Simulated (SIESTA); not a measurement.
Cd2S under changes of volume

One of the cells (26.333 Å³/atom); the others are scaled copies at fixed shape and fractional positions:

```
CELL_PARAMETERS angstrom
3.96267 0.00000 0.00000
-1.98134 3.43177 0.00000
0.00000 0.00000 5.80919
ATOMIC_POSITIONS crystal
Cd 0.33333 0.66667 0.93272
Cd 0.66667 0.33333 0.57873
S 0.33333 0.66667 0.36571
```

The cell comes from a database or a generator and needn't be the stable form of this composition.

| Property | Result |
| --- | --- |
| Program | SIESTA 5.4.2 |
| Functional | LDA |
| Potentials or basis | PseudoDojo 0.4 standard (LDA files) |
| Basis | DZP (energy shift 0.003 Ry; two zetas on semicore shells) |
| Grid cutoff | 800 Ry |
| Energy shift | 0.003 Ry |
| k mesh | 8 × 8 × 5 |
| Occupations | fermi-dirac, width 0.05 eV |
| Spin | no spin polarisation |

| volume (Å³/atom) | energy over the lowest point (meV/atom) | pressure (GPa) | gap on the mesh (eV) | largest force (eV/Å) |
| --- | --- | --- | --- | --- |
| 24.753 | 0.00 | -2.8 | 0.23 | 0.143 |
| 25.280 | 10.99 | -3.8 | 0.24 | 0.089 |
| 25.806 | 24.95 | -4.7 | 0.25 | 0.123 |
| 26.333 | 41.54 | -5.4 | 0.26 | 0.167 |
| 26.860 | 60.40 | -6.1 | 0.27 | 0.246 |
| 27.386 | 81.27 | -6.6 | 0.29 | 0.318 |
| 27.913 | ? | ? | ? | ? |

Question: What does the run at 27.913 Å³/atom give?

Answer: Energy over the lowest point 103.88 meV/atom; pressure -7.1 GPa; gap on the mesh 0.31 eV; largest force 0.384 eV/Å.

Worked out: A Birch-Murnaghan fit of order 3 (a polynomial in V^(-2/3)) to the other rows has no minimum within the range. It gives 103.92 meV/atom at 27.913 Å³/atom, against the run's 103.88, and -dE/dV = -7.1 GPa, against -7.1. A straight line through the other rows of the gap, of slope 0.564 eV per unit of ln V, extrapolates to 0.30 eV, against the run's 0.31.

Energies are extrapolated to zero smearing.

Caveats: an odd mesh through Γ misses points on the zone boundary, where band edges often lie; the basis of atomic orbitals isn't converged, which shifts pressures, moduli and gaps. Spin-orbit coupling on Cd is left out.
